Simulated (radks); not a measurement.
# Polarisabilities and dispersion coefficients of Cd, In⁺, Sn²⁺ and others

One table from this session's results is given with a row withheld; the runs are named, their logs left out.

Method: scalar-relativistic Kohn-Sham, LB94 model potential, spin-polarised, spherical densities, finite nucleus. Code: radks (a radial shooting solver on a logarithmic mesh, Libxc functionals) version 1.

## What is computed

| Quantity | Value |
| --- | --- |
| species | Cd ([Kr] 4d10 5s2), In⁺ ([Kr] 4d10 5s2), Sn²⁺ ([Kr] 4d10 5s2), Sb³⁺ ([Kr] 4d10 5s2), Te⁴⁺ ([Kr] 4d10 5s2), I⁵⁺ ([Kr] 4d10 5s2), Xe⁶⁺ ([Kr] 4d10 5s2), Cs⁷⁺ ([Kr] 4d10 5s2), Ba⁸⁺ ([Kr] 4d10 5s2) |

LB94 adds a gradient term to the LDA potential that gives it a −1/r tail. It is a model potential with no energy functional, so Etot and Exc are not given.

Set-up of the first run:

The run's settings:

```text
Z 48
configuration [Kr] 4d10 5s2
relativity scalar-relativistic
functional lda,pw
model_potential LB94
spin polarised
nucleus finite rms 4.6087 fm
c 137.035999084
response adiabatic LDA kernel
```

Among the steps run: Cd, [Kr] 4d10 5s2; In⁺, [Kr] 4d10 5s2; Sn²⁺, [Kr] 4d10 5s2; Sb³⁺, [Kr] 4d10 5s2; Te⁴⁺, [Kr] 4d10 5s2; I⁵⁺, [Kr] 4d10 5s2; Xe⁶⁺, [Kr] 4d10 5s2; Cs⁷⁺, [Kr] 4d10 5s2; Ba⁸⁺, [Kr] 4d10 5s2.

One of the session's tables, all rows but one given; the rest of the session is left out.

| species | −ε(HOMO) (eV) | α (bohr³) | α uncoupled (bohr³) | C6 (hartree bohr⁶) | C8 (hartree bohr⁸) |
| --- | --- | --- | --- | --- | --- |
| Cd | 10.462 | 34.19 | 65.85 | 279.0 | 11240 |
| In⁺ | ? | ? | ? | ? | ? |
| Sn²⁺ | 32.935 | 12.87 | 24.45 | 70.03 | 1403 |
| Sb³⁺ | 46.565 | 9.200 | 17.21 | 42.96 | 686.1 |
| Te⁴⁺ | 61.646 | 6.910 | 12.73 | 28.21 | 373.3 |
| I⁵⁺ | 78.119 | 5.372 | 9.764 | 19.45 | 218.8 |
| Xe⁶⁺ | 95.947 | 4.285 | 7.692 | 13.90 | 135.4 |
| Cs⁷⁺ | 115.10 | 3.487 | 6.189 | 10.22 | 87.52 |
| Ba⁸⁺ | 135.57 | 2.883 | 5.064 | 7.694 | 58.53 |

Q: Estimate the row for In⁺ from the others.

**Answer.** −ε(HOMO) (eV): 20.846; α (bohr³): 19.48; α uncoupled (bohr³): 37.52; C6 (hartree bohr⁶): 126.9; C8 (hartree bohr⁸): 3393. In the column «−ε(HOMO) (eV)» it lies between Cd (10.462) and Sn²⁺ (32.935).

What this shows: Uncoupled leaves out the potential induced by the response; C8 is given only where no p, d or f shell is open. For heavy and open-shell atoms this level can miss by tens of per cent.
